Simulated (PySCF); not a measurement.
**C5H10O2Si: a tour of settings**

Which settings matter for C5H10O2Si (`C1CC1[C@H]1CO[SiH2]O1`)?

The runs use PySCF 2.14.0, with density-fitted response routines of our own; the level of theory stands in each step. All values are computed, except where a source is named. Atoms count from 0, in the outputs and in this text.

## Step 1: The starting structure

18 atoms, charge 0, multiplicity 1; geometry from: GFN2-xTB.

Bonds of the start (Å): C0–C1 1.50, C1–C2 1.50, C2–C3 1.51, C3–C4 1.55, C4–O5 1.40, O5–Si6 1.64, Si6–O7 1.64, C2–C0 1.50, O7–C3 1.41, C0–H8 1.08, C0–H9 1.08, C1–H10 1.08, C1–H11 1.08, C2–H12 1.08, C3–H13 1.10, C4–H14 1.09, C4–H15 1.09, Si6–H16 1.45, Si6–H17 1.45.

## Step 2: Ultraviolet spectrum: PBE0/def2-SVPD

The job: settings as JSON, then the geometry in Å.

```
{"job": {"kind": "uv", "xc": "PBE0", "basis": "def2-SVPD", "nstates": 6, "ntriplets": 5, "tda": false}, "charge": 0, "multiplicity": 1}
C     -2.046263     0.956900    -0.153137
C     -2.159911    -0.535468    -0.192504
C     -0.820602     0.117717    -0.351247
C      0.207980     0.009790     0.748366
C      1.085988    -1.251851     0.569232
O      2.253678    -0.872413    -0.098216
Si     2.503640     0.746447    -0.002548
O      1.078586     1.112716     0.714887
H     -2.167755     1.453383     0.797221
H     -2.417342     1.525407    -0.991552
H     -2.363868    -1.055936     0.731236
H     -2.610971    -0.996981    -1.057546
H     -0.368404     0.117661    -1.335759
H     -0.285669     0.004203     1.726709
H      1.353620    -1.674504     1.543223
H      0.569557    -2.012328    -0.021445
H      2.615277     1.259151    -1.357902
H      3.563699     1.102423     0.925048
```

Level: TDDFT PBE0/def2-SVPD, vertical, gas phase, core orbitals frozen in the response.

The run is started by

```
$ OMP_NUM_THREADS=1 python probes_run.py task.json out
```

One launch serves the whole session: the jobs run in the order shown.

The program printed:

```text
coarse grid: 15432 points
cycle   1  E = -635.4369311176  dE =  1.335e+00  |g| = 8.518e-01  |ddm| = 8.128e+00
cycle   2  E = -635.2474778124  dE =  1.895e-01  |g| = 1.314e+00  |ddm| = 3.738e+00
cycle   3  E = -635.5773399757  dE = -3.299e-01  |g| = 8.278e-02  |ddm| = 2.136e+00
cycle   4  E = -635.5784181388  dE = -1.078e-03  |g| = 4.312e-02  |ddm| = 2.425e-01
cycle   5  E = -635.5788804031  dE = -4.623e-04  |g| = 6.833e-03  |ddm| = 9.546e-02
cycle   6  E = -635.5788895496  dE = -9.147e-06  |g| = 2.479e-03  |ddm| = 2.329e-02
final grid: 144104 points
cycle   7  E = -635.6770997332  dE = -3.946e-05  |g| = 1.219e-02  |ddm| = 2.186e-01
cycle   8  E = -635.6770645757  dE =  3.516e-05  |g| = 1.828e-02  |ddm| = 5.341e-02
cycle   9  E = -635.6771297545  dE = -6.518e-05  |g| = 1.271e-03  |ddm| = 3.240e-02
cycle  10  E = -635.6771301206  dE = -3.661e-07  |g| = 2.363e-04  |ddm| = 2.665e-03
cycle  11  E = -635.6771301311  dE = -1.044e-08  |g| = 1.064e-04  |ddm| = 8.012e-04
cycle  12  E = -635.6771301332  dE = -2.108e-09  |g| = 3.413e-05  |ddm| = 2.329e-04
cycle  13  E = -635.6771301334  dE = -2.278e-10  |g| = 6.851e-06  |ddm| = 7.923e-05
converged SCF energy = -635.6771301334

Static polarisability (au): isotropic 83.395, principal 72.690 80.107 97.387

Singlet excitations
state   eV       nm        f      main configurations
  1   6.9315    178.9   0.00054   H->L 0.59, H-1->L 0.30
  2   7.0531    175.8   0.00284   H-1->L 0.64, H->L 0.31
  3   7.3243    169.3   0.01870   H->L+1 0.91
  4   7.4102    167.3   0.00723   H-1->L+1 0.90
  5   7.7361    160.3   0.01054   H-2->L 0.86
  6   7.8519    157.9   0.00419   H->L+2 0.78

Triplet excitations (Tamm-Dancoff, eV): 6.6007 6.8509 7.0809 7.2487 7.6062
```

It took 83 s on 1 thread of Arm Neoverse V1, shared host; peak memory 1 GiB.

Frontier orbitals and where they lie:

```
orbital     eV                         atoms
 HOMO−3  -8.85     C1 28 %, C2 20 %, C0 14 %
 HOMO−2  -8.43     O5 21 %, C0 20 %, C2 13 %
 HOMO−1  -7.99      O7 42 %, C2 12 %, C1 9 %
   HOMO  -7.91     O5 35 %, C4 13 %, C2 10 %
   LUMO   0.36  Si6 40 %, H16 14 %, H17 14 %
 LUMO+1   0.63     Si6 30 %, C4 8 %, H16 8 %
 LUMO+2   1.03   H10 17 %, C1 14 %, H13 11 %
```

With each of the 6 states as a Gaussian band of 0.4 eV half-width at 1/e, the curve within the window shown has maxima at 167 nm (ε 1,300) L/(mol cm). Beyond the last state computed it falls off for lack of states. The curve at chosen wavelengths:

| nm | ε (L/mol/cm) |
| --- | --- |
| 152 | 261 |
| 154 | 421 |
| 155 | 512 |
| 157 | 705 |
| 159 | 897 |
| 161 | 1072 |
| 162 | 1148 |
| 164 | 1270 |
| 166 | 1336 |
| 167 | 1344 |
| 169 | 1303 |
| 171 | 1192 |
| 173 | 1029 |
| 174 | 935 |
| 176 | 742 |
| 178 | 559 |
| 180 | 401 |
| 181 | 334 |
| 183 | 225 |
| 185 | 146 |
| 186 | 116 |
| 188 | 72 |
| 190 | 43 |
| 192 | 25 |
| 193 | 19 |
| 195 | 11 |

Leading natural transition orbitals of singlet state 3: the hole lies on O5 47 %; H14 13 %; C2, C4 about 6 % each; the particle on H16, H17 about 17 % each; H14 13 %; H12 10 %.

Leading natural transition orbitals of singlet state 1: the hole lies on O5 37 %; H16, H17 about 14 % each; O7 9 %; the particle on H16, H17 about 25 % each; Si6 22 %; O5 12 %.

Ground-state properties from the same run:

```csv
property,computed
dipole moment (D),1.02
polarisability (Å³),12.36
HOMO–LUMO gap (eV),8.27
−ε(HOMO) (eV),7.91
```

Orbitals, density, ELF and potential are computed afterwards from the orbital file.

Frontier orbitals at PBE0/def2-SVPD, with the share of their density that lies nearest to each atom:

```
orbital  energy (eV)                                                     lies on
   HOMO        -7.91                    O5 37 %; H14 12 %; C0, C2 about 9 % each
   LUMO         0.36  H16, H17 about 26 % each; Si6 20 %; O5, O7 about 11 % each
```

ELF in a plane through or near 6 of the atoms.

Ten even steps from ' ' (0.00) to '@' (1.00):
```
                                                        
                                                        
                                                        
                  ++##**..                              
                ::@@@@@@++          ....                
                ..@@@@@@##..      ++@@@@##..            
                  %%@@@@**..      %%@@@@@@--            
                  ::##****==..    %%@@@@@@::            
                ..  ..**%%--==::  --%%%%++..            
      ::****--......  --::@@**++....==++==..            
      %%@@@@@@##..--****##::##++----++##++::            
      @@@@@@@@%%..==%%++##======**++::**++::            
      @@@@@@@@@@..==%%%%%%==  --****--**==..            
      ++@@@@@@##..::++####==  ..--==++**==..            
        --++==::    ..====..    ..::==++==..            
                                    ..::..              
                                                        
                                                        
                                                        
                                                        
```
The map spans 12.5 Å across and 9.3 Å up, centred on the molecule. Atoms in the plane (x, y in Å): C0 (2.1, -0.9), C3 (-0.3, 0.2), O7 (-1.1, -0.9), H10 (2.3, 1.3), H14 (-1.5, 2.0), H17 (-3.6, -0.8).

On the surface of density 0.002 e/bohr³ the electrostatic potential runs, from the 1st to the 99th percentile, from -1.30 V near O7 to 1.31 V near Si6.

## Step 3: NMR shieldings: PBE0/pcSseg-1

The job, as its differences from that of step 2:

```diff
@@ -1,2 +1,2 @@
-{"job": {"kind": "uv", "xc": "PBE0", "basis": "def2-SVPD", "nstates": 6, "ntriplets": 5, "tda": false}, "charge": 0, "multiplicity": 1}
+{"job": {"kind": "nmr", "xc": "PBE0", "basis": "pcSseg-1", "pop": true}, "charge": 0, "multiplicity": 1}
 C     -2.046263     0.956900    -0.153137
```

With the program's defaults for keys left out, this is: GIAO PBE0/pcSseg-1 NMR shielding, non-relativistic, gas phase.

The program printed:

```text
coarse grid: 15432 points
cycle   1  E = -635.7286647568  dE =  1.407e+00  |g| = 9.033e-01  |ddm| = 3.835e+00
cycle   2  E = -635.5564115896  dE =  1.723e-01  |g| = 1.335e+00  |ddm| = 1.919e+00
cycle   3  E = -635.8764298376  dE = -3.200e-01  |g| = 8.187e-02  |ddm| = 1.281e+00
cycle   4  E = -635.8774401914  dE = -1.010e-03  |g| = 4.149e-02  |ddm| = 9.573e-02
cycle   5  E = -635.8778495946  dE = -4.094e-04  |g| = 7.168e-03  |ddm| = 4.249e-02
cycle   6  E = -635.8778586394  dE = -9.045e-06  |g| = 2.749e-03  |ddm| = 7.438e-03
final grid: 144104 points
cycle   7  E = -635.9471746288  dE = -3.539e-05  |g| = 1.336e-02  |ddm| = 3.144e-02
cycle   8  E = -635.9471361656  dE =  3.846e-05  |g| = 1.982e-02  |ddm| = 2.538e-02
cycle   9  E = -635.9472083214  dE = -7.216e-05  |g| = 1.252e-03  |ddm| = 1.592e-02
cycle  10  E = -635.9472086511  dE = -3.297e-07  |g| = 2.434e-04  |ddm| = 1.257e-03
cycle  11  E = -635.9472086618  dE = -1.067e-08  |g| = 1.070e-04  |ddm| = 3.121e-04
cycle  12  E = -635.9472086638  dE = -1.961e-09  |g| = 3.119e-05  |ddm| = 1.078e-04
cycle  13  E = -635.9472086640  dE = -1.785e-10  |g| = 6.347e-06  |ddm| = 3.031e-05
converged SCF energy = -635.9472086640

GIAO shielding tensors (ppm)
atom      isotropic    diamagn.    paramagn.     s11        s22        s33       span
  0 C      180.341     253.367     -73.026    150.681    177.077    213.266     62.585
  1 C      183.547     254.217     -70.670    157.234    179.565    213.841     56.608
  2 C      166.039     247.391     -81.352    127.445    158.910    211.762     84.317
  3 C      103.662     244.103    -140.440     78.627     96.658    135.702     57.075
  4 C      115.408     246.827    -131.419     89.081    108.724    148.419     59.338
  5 O      309.884     395.233     -85.349    266.353    278.119    385.180    118.827
  6 Si     352.885     881.391    -528.505    330.156    335.760    392.740     62.584
  7 O      276.189     397.525    -121.336    237.622    270.942    320.001     82.379
  8 H       31.260      31.465      -0.205     25.879     28.182     39.719     13.839
  9 H       31.027      30.705       0.321     25.413     26.449     41.219     15.806
 10 H       31.665      31.887      -0.221     26.152     28.827     40.017     13.866
 11 H       31.283      30.880       0.403     25.683     26.539     41.627     15.944
 12 H       30.795      33.007      -2.213     23.940     30.831     37.613     13.673
 13 H       28.448      32.561      -4.113     24.449     28.816     32.078      7.629
 14 H       27.474      30.188      -2.714     22.063     26.837     33.522     11.459
 15 H       27.442      30.878      -3.435     22.839     27.973     31.514      8.675
 16 H       26.566      30.122      -3.556     23.020     23.901     32.779      9.759
 17 H       26.683      29.004      -2.321     22.882     23.486     33.680     10.798
```

Run time: 44 s. Hardware: 1 thread of Arm Neoverse V1, shared host; peak memory 1 GiB.

The references, computed at this level on geometries of the same kind, shield at (ppm): 1H TMS 31.72, 13C TMS 186.9, 29Si TMS 349.2, 17O H2O 336.1. Their shielding less the atom's gives the shift. The references are single molecules in the gas phase, so shifts against H2O, NH3, PH3, H3PO4 or CFCl3 are not on the usual liquid scales and can be off by tens of ppm.

```csv
atoms,environment,σ (ppm),δ (ppm),δ scaled to CDCl3
C3,sp3 CH bonded to O,103.7,83.3,79.3
C4,sp3 CH2 bonded to O,115.4,71.5,67.9
C2,three-membered-ring carbon,166.0,20.9,18.5
C0,three-membered-ring carbon,180.3,6.6,4.5
C1,three-membered-ring carbon,183.5,3.4,1.4
H16,"hydrogen on a silicon bonded to 2 O, in a 5-membered ring",26.57,5.15,–
H17,"hydrogen on a silicon bonded to 2 O, in a 5-membered ring",26.68,5.03,–
H15,hydrogen on an sp3 CH2 bonded to O,27.44,4.27,4.14
H14,hydrogen on an sp3 CH2 bonded to O,27.47,4.24,4.11
H13,hydrogen on an sp3 CH bonded to O,28.45,3.27,3.19
H12,hydrogen on a three-membered-ring carbon,30.79,0.92,0.97
H9,hydrogen on a three-membered-ring carbon,31.03,0.69,0.76
H8,hydrogen on a three-membered-ring carbon,31.26,0.46,0.54
H11,hydrogen on a three-membered-ring carbon,31.28,0.43,0.51
H10,hydrogen on a three-membered-ring carbon,31.67,0.05,0.15
O7,"oxygen bonded to C, Si, in a 5-membered ring",276.2,59.9,–
O5,"oxygen bonded to C, Si, in a 5-membered ring",309.9,26.2,–
Si6,"silicon bonded to 2 O, 2 H, in a 5-membered ring",352.9,-3.7,–
```

The scaled column applies a straight-line fit of computed shieldings to shifts measured in CDCl3 (root-mean-square error 0.16 ppm for H, 1.9 ppm for C).

The run also stored atomic charges by several schemes (e):

```
atoms  Mulliken    IAO  Hirshfeld  ESP fit
   C0     -0.17  -0.29      -0.09    -0.33
   C1     -0.19  -0.30      -0.09    -0.31
   C2     -0.26  -0.15      -0.05    -0.11
   C3      0.06   0.07       0.04     0.05
   C4      0.14  -0.07       0.00     0.02
   O5     -0.63  -0.65      -0.25    -0.47
  Si6      0.97   1.21       0.47     0.84
   O7     -0.61  -0.65      -0.24    -0.48
```

Mayer bond orders: C0–C1 0.98, C1–C2 0.94, C2–C3 0.96, C3–C4 1.01, C4–O5 0.89, O5–Si6 0.98, Si6–O7 0.99, C2–C0 0.96, O7–C3 0.87.

Ring of atoms C0, C1, C2: NICS(0) -42.8, NICS(1) -8.7, NICS(1)zz -22.1 ppm (means of both faces).

In rings of three or four atoms NICS is ruled by the nearby σ bonds, so it says little on aromaticity.

Ring of atoms C3, C4, O5, Si6, O7: NICS(0) -7.5, NICS(1) -2.3, NICS(1)zz -5.5 ppm (means of both faces).

(Part 1 of 2 ends here.)
